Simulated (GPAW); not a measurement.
# Y2Ge3 (P1) in GPAW: single point with PBE

Aim: the single point of Y2Ge3 with PBE.

All numbers are computed with GPAW 26.7.0; they aren't measurements. Logs are shortened: lines on timing, memory, paths and dates and some standing lists are left out, and cuts for length are marked. The log counts tension as positive stress, the text compression.

### Step 1. The cell of the first run

The typed cell holds 5 atoms: a = 4.392 Å, b = 4.392 Å, c = 7.107 Å, α = 90.00°, β = 90.00°, γ = 120.00°.

The cell comes from a database or a generator and needn't be the stable form of this composition.

### Step 2. Single point, PBE (atoms moved at random, drawn with an rms of 0.05 Å)

The input, run.py:

```python
from ase.dft.bandgap import bandgap
from ase.io import read, write
from ase.units import GPa
from gpaw import GPAW, PW

atoms = read('Y2Ge3.xyz')

calc = GPAW(mode=PW(600),
            xc='PBE',
            kpts={'size': (7, 7, 4), 'gamma': True},
            occupations={'name': 'fermi-dirac', 'width': 0.05},
            nbands=34,
            convergence={'density': 1e-05, 'energy': 1e-05},
            maxiter=150,
            txt='gpaw.txt')
atoms.calc = calc
energy = atoms.get_potential_energy()
forces = atoms.get_forces()
stress = atoms.get_stress()
calc.write('gs.gpw')
write('result.traj', atoms)
print(f'Energy: {energy:.6f} eV')
print('Forces (eV/A):')
print(forces.round(4))
print('Stress (GPa):', (stress / GPa).round(3))
print('Fermi level:', round(calc.get_fermi_level(), 4), 'eV')
print(f'Gap: {bandgap(calc)[0]:.4f} eV, direct: {bandgap(calc, direct=True)[0]:.4f} eV')
```

The input, Y2Ge3.xyz:

```xyz
5
Lattice="4.3924264328 0.0000000000 0.0000000000 -2.1962132164 3.8039528751 0.0000000000 0.0000000000 0.0000000000 7.1072950000" Properties=species:S:1:pos:R:3 pbc="T T T"
Y     -0.0043836416      0.0203891874      1.8735042839
Y      0.0117102089      0.0235312525      5.1502799999
Ge     2.1574149137      1.3504413102     -0.0077327370
Ge     2.1568417021      1.2648713903      3.6008044023
Ge    -0.0613995329      2.5144699097     -0.0144420234
```

Potentials or basis: GPAW PAW data sets (gpaw-data 1.2.1), pw.

The run is started by

```console
> OMP_NUM_THREADS=1 python run.py
```

gpaw.txt:

```text
__  _  _
 | _ |_)|_||  |
 |__||  | ||/\| - 26.7.0

Input parameters:
  mode=PW(ecut=600.0),
  convergence={'density': 1e-05, 'energy': 1e-05},
  kpts=MonkhorstPack(size=(7, 7, 4), gamma=True),
  maxiter=150,
  nbands=34,
  occupations=Occupations(name='fermi-dirac', width=0.05),
  xc=XC(name='PBE')

Diagonalizing LCAO Hamiltonian
Converting LCAO to pw mode

       Y
             Ge

       Y
         Ge
             Ge

Atoms  # Å, Bohr magnetons
|   | symbol |         x |        y |         z |    initial magnetic moments |
|---|--------|-----------|----------|-----------|-----------------------------|
| 0 |      Y | -0.004384 | 0.020389 |  1.873504 | ( 0.0000,  0.0000,  0.0000) |
| 1 |      Y |  0.011710 | 0.023531 |  5.150280 | ( 0.0000,  0.0000,  0.0000) |
| 2 |     Ge |  2.157415 | 1.350441 | -0.007733 | ( 0.0000,  0.0000,  0.0000) |
| 3 |     Ge |  2.156842 | 1.264871 |  3.600804 | ( 0.0000,  0.0000,  0.0000) |
| 4 |     Ge | -0.061400 | 2.514470 | -0.014442 | ( 0.0000,  0.0000,  0.0000) |

Unit cell  # Å
| periodic |         x |        y |        z |  lengths |     angles |
|----------|-----------|----------|----------|----------|------------|
|      yes |  4.392426 | 0.000000 | 0.000000 | 4.392426 |  90.000000 |
|      yes | -2.196213 | 3.803953 | 0.000000 | 4.392426 |  90.000000 |
|      yes |  0.000000 | 0.000000 | 7.107295 | 7.107295 | 120.000000 |

Number of symmetries: 1
Symmetry operations  # r_c * U_cc + t_c -> r_c
|   | kind |            matrix            |
|---|------|------------------------------|
| 0 |  E   |  1, 0, 0,  0, 1, 0,  0, 0, 1 |

BZ-sampling:
  Number of BZ points: 196
  Number of IBZ points: 99

  Monkhorst-Pack size: [7, 7, 4]
  Monkhorst-Pack shift: [0.0, 0.0, 0.125]

K-points  # in reciprocal-cell coordinates
|     |                                coordinates |     weight |
|-----|--------------------------------------------|------------|
|   0 | (  0.00000000,   0.00000000,   0.00000000) | 0.00510204 |
|   1 | (  0.00000000,   0.00000000,   0.25000000) | 0.01020408 |
|   2 | (  0.00000000,   0.00000000,   0.50000000) | 0.00510204 |
|   3 | (  0.00000000,   0.14285714,  -0.25000000) | 0.01020408 |
|   4 | (  0.00000000,   0.14285714,   0.00000000) | 0.01020408 |
|   5 | (  0.00000000,   0.14285714,   0.25000000) | 0.01020408 |
|   6 | (  0.00000000,   0.14285714,   0.50000000) | 0.01020408 |
|   7 | (  0.00000000,   0.28571429,  -0.25000000) | 0.01020408 |
|   8 | (  0.00000000,   0.28571429,   0.00000000) | 0.01020408 |
|   9 | (  0.00000000,   0.28571429,   0.25000000) | 0.01020408 |
| ... |                                            |            |
|  98 | (  0.42857143,   0.42857143,   0.50000000) | 0.01020408 |

Plane wave coefficients: 3995
Cutoff: 600.0 eV

Spin-components: 1 (collinear spins)
Bands:           34
Projectors:      27
Spin-degeneracy: 2
Datatype:        complex128

Parallelization:
  kpt:    1
  domain: 1
  band:   1

Density:
  Valence electrons: 34.0
  Components: 1
  Grid points: [25 25 42]
  Charge: 0.0  # |e|

Potential:
  Grid points: [25 25 42]

species:
  Y:
    name:    Yttrium
    Z:       39.0
    valence: 11
    core:    28
    charge:  0.0  # [|e|]
    compensation charges:
      type: gauss
      rc: 0.40  # [Å]
      lmax: 2
    cutoffs:
      filter: 2.39  # [Å]
      core: 1.70  # [Å]
    projectors
    | kind |    occ | energy [eV] | rcut [Å] |
    |------|--------|-------------|----------|
    |   4s |  2.000 |     -47.973 |    1.328 |
    |   5s |  2.000 |      -4.101 |    1.328 |
    |   4p |  6.000 |     -27.921 |    1.318 |
    |   5p |  0.000 |      -1.441 |    1.318 |
    |   4d |  1.000 |      -2.517 |    1.286 |
    |    d |        |      24.695 |    1.286 |

    Using partial waves for Y as LCAO basis

  Ge:
    name:    Germanium
    Z:       32.0
    valence: 4
    core:    28
    charge:  0.0  # [|e|]
    compensation charges:
      type: gauss
      rc: 0.32  # [Å]
      lmax: 2
    cutoffs:
      filter: 1.77  # [Å]
      core: 3.42  # [Å]
    projectors
    | kind |    occ | energy [eV] | rcut [Å] |
    |------|--------|-------------|----------|
    |   4s |  2.000 |     -11.726 |    1.005 |
    |   4p |  2.000 |      -3.896 |    1.005 |
    |    s |        |      15.485 |    1.005 |
    |    p |        |      23.315 |    1.005 |
    |    d |        |       0.000 |    1.005 |

    Using partial waves for Ge as LCAO basis

Reference energy: -355475.681423  # eV

eigensolver:
  PPCG
  Converge bands: occupied
  niter=2

density mixing:
  MSR1-Mixer
  Pratt-step length: 0.05
  Maximum mixing coefficient: 0.75
  Old densities: 10
  SVD Regularization: 0.005
  Good broyden scale: 1.0
  Trust region scale: 1.0
  Backstep threshold: 4.0
  History deletion threshold: 6.0
  Fourier metric: weight=20.0, sigma=0.015

occupation numbers:
  Fermi-Dirac:
    width: 0.0500  # eV

poisson solver:
  ecut: 4800.0  # eV

xc functional:
  name: PBE with 2 nearest neighbor stencil

convergence criteria:
- Maximum integral of absolute [dens]ity change: 1e-05 electrons / valence electron
- Maximum [total energy] change in last 3 cyles: 1e-05 eV / valence electron
- Maximum integral of absolute [eigenst]ate change: 4e-08 eV^2 / valence electron
maximum number of iterations: 150

SCF iterations
|iter     | |      energy | eigst |  dens |
|---------|-|-------------|-------|-------|
|iter:   1| |  -25.841201 | -0.31 |       |
|iter:   2| |  -25.738814 | -2.54 | -1.18 |
|iter:   3| |  -25.506090 | -1.94 | -1.22 |
|iter:   4| |  -25.477943 | -2.66 | -1.61 |
|iter:   5| |  -25.474079 | -3.52 | -1.97 |
|iter:   6| |  -25.474375 | -4.13 | -2.27 |
|iter:   7| |  -25.473718 | -4.80 | -2.67 |
|iter:   8| |  -25.473590 | -5.58 | -3.04 |
|iter:   9| |  -25.473589c| -7.08 | -3.69 |
|iter:  10| |  -25.473589c| -8.18c| -4.23 |
|iter:  11| |  -25.473589c| -8.68c| -5.05c|

Converged in 11 steps
Energy contributions relative to reference atoms: (reference = -355475.681423)

Energy contributions:
  Kinetic:          36.568882
  Coulomb:         -31.871361
  Zero:             -0.364807
  External:          0.000000
  Xc:              -29.799834
  Entropy:          -0.012938
  Spinorbit:         0.000000
  ----------------------------
  Free energy:     -25.480058
  Extrapolated:    -25.473589

dipole moment: (-15.574499, -28.175717, 45.590666)  # |e|*Ang

Fermi level: 7.005
Eigenvalues  # (at kpt = [0.000, 0.000, 0.000])
| band index |      eig [eV] | occ [0-2] |
|------------|---------------|-----------|
|          0 |       -35.617 |     2.000 |
|        ... |               |           |
|          9 |        -0.588 |     2.000 |
|         10 |         2.418 |     2.000 |
|         11 |         3.954 |     2.000 |
|         12 |         4.123 |     2.000 |
|         13 |         4.607 |     2.000 |
|         14 |         6.337 |     2.000 |
[... 8 lines left out ...]
|         23 |        10.543 |     0.000 |
|         24 |        10.617 |     0.000 |
|        ... |               |           |
|         33 |        17.368 |     0.000 |

No gap
No difference between direct/indirect transitions

Forces  # eV/Ang
|        x |        y |        z |
|----------|----------|----------|
| -0.13981 |  0.00347 |  0.09128 |  # Y    0
| -0.21601 | -0.03344 |  0.34983 |  # Y    1
| -0.06727 | -0.54288 | -0.04182 |  # Ge   2
|  0.18885 |  0.10141 | -0.34576 |  # Ge   3
|  0.23421 |  0.47142 | -0.05349 |  # Ge   4

Stress tensor  # eV/Ang^3
|         x |         y |         z |
|-----------|-----------|-----------|
| -0.010614 | -0.002750 |  0.000596 |
| -0.002750 |  0.000980 |  0.000326 |
|  0.000596 |  0.000326 | -0.000338 |

# Writing to gs.gpw (mode='')
```

It took 4.3 min on 1 thread of Arm Neoverse V1, shared host; peak memory 0.48 GiB.

What came out:

| Quantity | Value |
| --- | --- |
| Free energy | -25.4801 eV |
| Pressure | 0.5 GPa |
| Largest force | 0.549 eV/Å |
| Band gap on the k mesh | none (metal or under the smearing width) |

Forces on the atoms (eV/Å):
```
Y   -0.140  0.003  0.091
Y   -0.216 -0.033  0.350
Ge  -0.067 -0.543 -0.042
Ge   0.189  0.101 -0.346
Ge   0.234  0.471 -0.053
```

Levels at points of the mesh, in eV from the Fermi level:
```tsv
k point	band 15	band 16	band 17	band 18	band 19	band 20
(0.00, 0.00, 0.00)	-0.67	-0.42	-0.09	0.66	0.87	1.09
(0.00, 0.00, 0.50)	-1.68	-0.49	-0.45	-0.14	0.40	1.63
```
